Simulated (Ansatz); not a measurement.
# AlAsBH5 (SMILES B[AsH][AlH2]): single points off equilibrium

The task here is to estimate one member of a computed series from the others.

Computed with Ansatz 0.2.0, Gaussian basis. Level: single points in def2-TZVPP.

Cores are frozen in the correlated methods. Filled d shells of the heavier atoms are correlated.

## The system as given

SMILES `B[AsH][AlH2]`, 8 atoms, charge 0, spin multiplicity 1.

Atoms are counted from 1 here; the program's logs count them from 0.

Bond lengths: B1–As2 1.943 Å, B1–Al3 2.288 Å, B1–H4 1.202 Å, B1–H5 1.157 Å, As2–Al3 2.427 Å, As2–H6 1.541 Å, Al3–H7 1.524 Å, Al3–H8 1.592 Å. Angles: As2–B1–Al3 69.5°, As2–B1–H4 117.8°, As2–B1–H5 126.5°, Al3–B1–H4 109.2°, Al3–B1–H5 96.5°, H4–B1–H5 115.6°, B1–As2–Al3 62.0°, B1–As2–H6 95.2°, Al3–As2–H6 79.2°, B1–Al3–As2 48.6°, B1–Al3–H7 120.4°, B1–Al3–H8 114.6°, As2–Al3–H7 129.1°, As2–Al3–H8 118.4°, H7–Al3–H8 110.5°.

Coordinates:

```mol
AlAsBH5
  3D, bonds by distance, orders not assigned

  8  8  0  0  0  0  0  0  0  0999 V2000
   -0.1252    0.9906   -0.6961 B   0  0
   -1.4657    0.6292    0.6638 As  0  0
    0.1589   -1.1065    0.1738 Al  0  0
   -0.4570    0.8989   -1.8478 H   0  0
    0.9577    1.3550   -0.5158 H   0  0
   -0.5017    0.7899    1.8558 H   0  0
    0.0119   -2.3366   -0.7140 H   0  0
    1.4179   -1.2590    1.1359 H   0  0
  1  2  8  0
  1  3  8  0
  1  4  8  0
  1  5  8  0
  2  3  8  0
  2  6  8  0
  3  7  8  0
  3  8  8  0
M  END
```

Set-up of the first run:

run/in.yaml

```yaml
crystal:
  periodic: [false, false, false]
  atoms:
    - {symbol: B, position_ang: [-0.125200, 0.990600, -0.696100]}
    - {symbol: As, position_ang: [-1.465700, 0.629200, 0.663800]}
    - {symbol: Al, position_ang: [0.158900, -1.106500, 0.173800]}
    - {symbol: H, position_ang: [-0.457000, 0.898900, -1.847800]}
    - {symbol: H, position_ang: [0.957700, 1.355000, -0.515800]}
    - {symbol: H, position_ang: [-0.501700, 0.789900, 1.855800]}
    - {symbol: H, position_ang: [0.011900, -2.336600, -0.714000]}
    - {symbol: H, position_ang: [1.417900, -1.259000, 1.135900]}
basis:
  gaussian: {orbitals: def2-TZVPP}
correlation: {method: ccsd_t}
output: {forces: true}
```

The command line of these runs was not kept.

Steps of the session up to this table: CCSD(T)/def2-TZVPP; PBE0-D4/def2-TZVPP; wB97M-V/def2-TZVPP; r2SCAN-D4/def2-TZVPP; PBE-D4/def2-TZVPP; CAM-B3LYP-D4/def2-TZVPP; HSE06-D4/def2-TZVPP.

One of the session's tables, all rows but one given; the rest of the session is left out.

| method | RMS force component (eV/Å) | angle to CCSD(T) forces (°) | dipole (D) |
| --- | --- | --- | --- |
| CCSD(T) | 0.642 | reference | 0.81 |
| PBE0-D4 | 0.617 | 6.4 | 0.77 |
| wB97M-V | 0.632 | 6.9 | 0.78 |
| r2SCAN-D4 | ? | ? | ? |
| PBE-D4 | 0.611 | 13.8 | 0.83 |
| CAM-B3LYP-D4 | 0.632 | 8.3 | 0.74 |
| HSE06-D4 | 0.617 | 6.3 | 0.77 |

Q: Estimate the row for r2SCAN-D4 from the others.

**Answer.** RMS force component (eV/Å): 0.608; angle to CCSD(T) forces (°): 5.5; dipole (D): 0.76. In the column «RMS force component (eV/Å)» it is the lowest.
